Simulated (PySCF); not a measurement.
**MgBr+: from the state search to spectroscopic constants**

An exercise on one series of results from a longer session: the logs are not shown, and one member is left open.

The runs use PySCF 2.14.0; Mg x2c-SVPall, Br x2c-SVPall, spin-free X2C with a Gaussian nucleus.

The first run:

Settings of the job:

```json
{"atoms": "Mg, Br", "charge": "1", "basis": "Mg x2c-SVPall, Br x2c-SVPall", "Hamiltonian": "spin-free X2C with a Gaussian nucleus", "basis functions": "50", "electrons treated": "46", "masses in u": "23.9850, 78.9183", "levels": "PBE0, PBE, r²SCAN, B97-3, LDA, MN15, LC-ωPBE, HF, MP2, SCS-MP2, CCSD, CCSD(T)", "grid": "80 radial by 434 angular points", "occupations": "held fixed by the projection of orbital angular momentum", "dissociation limit": "Mg+ + Br, each in its ground configuration", "starting distance in angstrom": "2.570", "values of 2S to try": "0, 2"}
```

The run is started by

```
OMP_NUM_THREADS=1 python dia.py task.json out
```

Steps of the session up to this table: Input; First curve: PBE0; Higher solutions at PBE0; PBE (GGA); r²SCAN (meta-GGA); B97-3 (global hybrid GGA); LDA (local density); MN15; LC-ωPBE (range-separated hybrid); RHF; MP2 and coupled cluster.

One of the session's tables, all rows but one given; the rest of the session is left out.

It belongs to the step «The curves together». Energy (eV) from each level's lowest point:

```
R (Å)    RHF  RHF-MP2  RHF-SCS-MP2  RHF-CCSD  RHF-CCSD(T)
1.964  1.035    1.081        1.087       n/a          n/a
2.056  0.466    0.499        0.504     0.506        0.515
2.147  0.149    0.169        0.172     0.173        0.179
2.216  0.034    0.044        0.046     0.046        0.050
2.284  0.000    0.000        0.000     0.000        0.000
2.353      ?        ?            ?         ?            ?
2.444  0.142    0.120        0.114     0.111        0.103
2.558  0.369    0.329        0.318     0.312        0.297
2.695  0.716    0.655        0.634     0.622        0.597
2.878  1.239    1.142        1.105       n/a          n/a
```

Estimate the missing values for R (Å) = 2.353.

Worked estimate for «RHF». A straight line through the neighbours (2.284, 0.000) and (2.444, 0.142) gives 0.000 + (0.142 − 0.000) × (2.353 − 2.284) / (2.444 − 2.284) = 0.061; a parabola fitted to 4 rows on both sides gives 0.034.

As computed: RHF: 0.029; RHF-MP2: 0.019; RHF-SCS-MP2: 0.017; RHF-CCSD: 0.016; RHF-CCSD(T): 0.013. In «RHF» the line misses by +0.032 and the parabola by +0.005.

State 2 has its PBE0 minimum 2.02 eV higher. The other levels ran on the lowest alone.
